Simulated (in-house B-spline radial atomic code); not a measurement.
# Dy³⁺: excited configurations in jj coupling

How much energy does it take to promote electrons of Dy³⁺ to other shells? Each configuration is solved by itself and compared with the reference.

The numbers are computed with in-house B-spline radial atomic code version 1 (Dirac-Hartree-Fock, average of configuration, Fermi nucleus, basis-set limit), except any that are marked as measured or tabulated.

### 1 What is computed

```
element       : dysprosium (Z = 66)
charge        : +3
electrons     : 63
configuration : 1s2 2s2 2p6 3s2 3p6 3d10 4s2 4p6 4d10 4f-6 4f+3 5s2 5p6
Hamiltonian   : Dirac-Coulomb
nucleus       : Fermi, rms radius 5.222 fm
```

In configurations, a minus sign after the shell means j = l − 1/2 and a plus sign j = l + 1/2; the count of electrons follows.

The run's settings:

```ini
Z = 66
electrons = 63.0
configuration = 1s2 2s2 2p6 3s2 3p6 3d10 4s2 4p6 4d10 4f-6 4f+3 5s2 5p6
hamiltonian = dirac
method = hf
spin_polarised = False
nucleus = fermi
rms_radius = 5.2218
mass_number = 164
atomic_mass = 163.929180819
speed_of_light = 137.035999084
```

From the earlier run of the reference: total energy -12160.299748 hartree. Levels, eight at most:

| orbital | occupation | energy (eV) | <r> (bohr) |
| --- | --- | --- | --- |
| 4p3/2 | 4 | -349.06 | 0.5696 |
| 4d3/2 | 4 | -217.51 | 0.6036 |
| 4d5/2 | 6 | -203.62 | 0.6141 |
| 5s1/2 | 2 | -89.494 | 1.297 |
| 5p1/2 | 2 | -64.324 | 1.429 |
| 5p3/2 | 4 | -58.215 | 1.521 |
| 4f5/2 | 6 | -47.371 | 0.7747 |
| 4f7/2 | 3 | -44.330 | 0.7944 |

### 2 1s2 2s2 2p6 3s2 3p6 3d10 4s2 4p6 4d-3 4d+6 4f-6 4f+3 5s2 5p6 6d+1

The run's settings:

```ini
Z = 66
electrons = 63.0
configuration = 1s2 2s2 2p6 3s2 3p6 3d10 4s2 4p6 4d-3 4d+6 4f-6 4f+3 5s2 5p6 6d+1
hamiltonian = dirac
method = hf
spin_polarised = False
nucleus = fermi
rms_radius = 5.2218
mass_number = 164
atomic_mass = 163.929180819
speed_of_light = 137.035999084
```

### 3 Run with 1s2 2s2 2p6 3s2 3p6 3d10 4s2 4p6 4d-4 4d+5 4f-3 4f+6 5s2 5p6 8f+1

The run's settings:

```ini
Z = 66
electrons = 63.0
configuration = 1s2 2s2 2p6 3s2 3p6 3d10 4s2 4p6 4d-4 4d+5 4f-3 4f+6 5s2 5p6 8f+1
hamiltonian = dirac
method = hf
spin_polarised = False
nucleus = fermi
rms_radius = 5.2218
mass_number = 164
atomic_mass = 163.929180819
speed_of_light = 137.035999084
```

### 4 Run with 1s2 2s2 2p6 3s2 3p6 3d10 4s2 4p6 4d10 4f-6 4f+3 5s2 5p-2 5p+3 6g+1

The run's settings:

```ini
Z = 66
electrons = 63.0
configuration = 1s2 2s2 2p6 3s2 3p6 3d10 4s2 4p6 4d10 4f-6 4f+3 5s2 5p-2 5p+3 6g+1
hamiltonian = dirac
method = hf
spin_polarised = False
nucleus = fermi
rms_radius = 5.2218
mass_number = 164
atomic_mass = 163.929180819
speed_of_light = 137.035999084
```

### 5 Run with 1s2 2s2 2p6 3s2 3p6 3d10 4s2 4p6 4d-4 4d+5 4f-2 4f+7 5s2 5p6 6s1

The run's settings:

```ini
Z = 66
electrons = 63.0
configuration = 1s2 2s2 2p6 3s2 3p6 3d10 4s2 4p6 4d-4 4d+5 4f-2 4f+7 5s2 5p6 6s1
hamiltonian = dirac
method = hf
spin_polarised = False
nucleus = fermi
rms_radius = 5.2218
mass_number = 164
atomic_mass = 163.929180819
speed_of_light = 137.035999084
```

### 6 1s2 2s2 2p6 3s2 3p6 3d10 4s2 4p6 4d10 4f+8 5s2 5p6 6p-1

Changes to the settings of step 5:

```diff
@@ -2,3 +2,3 @@
 electrons = 63.0
-configuration = 1s2 2s2 2p6 3s2 3p6 3d10 4s2 4p6 4d-4 4d+5 4f-2 4f+7 5s2 5p6 6s1
+configuration = 1s2 2s2 2p6 3s2 3p6 3d10 4s2 4p6 4d10 4f+8 5s2 5p6 6p-1
 hamiltonian = dirac
```

### 7 Configuration 1s2 2s2 2p6 3s2 3p6 3d10 4s2 4p6 4d10 4f-4 4f+5 5s2 5p-1 5p+4 8d+1

Changes to the settings of step 6:

```diff
@@ -2,3 +2,3 @@
 electrons = 63.0
-configuration = 1s2 2s2 2p6 3s2 3p6 3d10 4s2 4p6 4d10 4f+8 5s2 5p6 6p-1
+configuration = 1s2 2s2 2p6 3s2 3p6 3d10 4s2 4p6 4d10 4f-4 4f+5 5s2 5p-1 5p+4 8d+1
 hamiltonian = dirac
```

**Question.** How far above the reference does each configuration lie (order and size, in eV)?

**Answer**, as computed:

| net move | configuration | energy above the reference (eV) | with Breit, QED, recoil (eV) | largest <r> (bohr) |
| --- | --- | --- | --- | --- |
| 6×4f5/2 → 5×4f7/2, 6p1/2 | 1s2 2s2 2p6 3s2 3p6 3d10 4s2 4p6 4d10 4f+8 5s2 5p6 6p-1 | 19.314 | 19.260 | 3.49 |
| 5p3/2 → 6g9/2 | 1s2 2s2 2p6 3s2 3p6 3d10 4s2 4p6 4d10 4f-6 4f+3 5s2 5p-2 5p+3 6g+1 | 51.350 | 51.302 | 11.0 |
| 2×4f5/2, 5p1/2 → 2×4f7/2, 8d5/2 | 1s2 2s2 2p6 3s2 3p6 3d10 4s2 4p6 4d10 4f-4 4f+5 5s2 5p-1 5p+4 8d+1 | 60.396 | 60.176 | 12.3 |
| 4d5/2, 4×4f5/2 → 4×4f7/2, 6s | 1s2 2s2 2p6 3s2 3p6 3d10 4s2 4p6 4d-4 4d+5 4f-2 4f+7 5s2 5p6 6s1 | 177.39 | 177.18 | 3.02 |
| 4d3/2 → 6d5/2 | 1s2 2s2 2p6 3s2 3p6 3d10 4s2 4p6 4d-3 4d+6 4f-6 4f+3 5s2 5p6 6d+1 | 194.70 | 194.51 | 4.84 |
| 4d5/2, 3×4f5/2 → 3×4f7/2, 8f7/2 | 1s2 2s2 2p6 3s2 3p6 3d10 4s2 4p6 4d-4 4d+5 4f-3 4f+6 5s2 5p6 8f+1 | 199.98 | 199.77 | 16.7 |

What this shows: The energies run from 19.314 eV (6×4f5/2 → 5×4f7/2, 6p1/2) to 199.98 eV (4d5/2, 3×4f5/2 → 3×4f7/2, 8f7/2). Koopmans' estimate of the ionisation threshold is 44.330 eV; 5 configurations exceed it by over 2 % and could autoionise. Two partly filled shells share a symmetry and can mix in the average, which may lower the energy, for: 4d5/2, 3×4f5/2 → 3×4f7/2, 8f7/2. These are averages over configurations, without correlation, not spectroscopic levels.
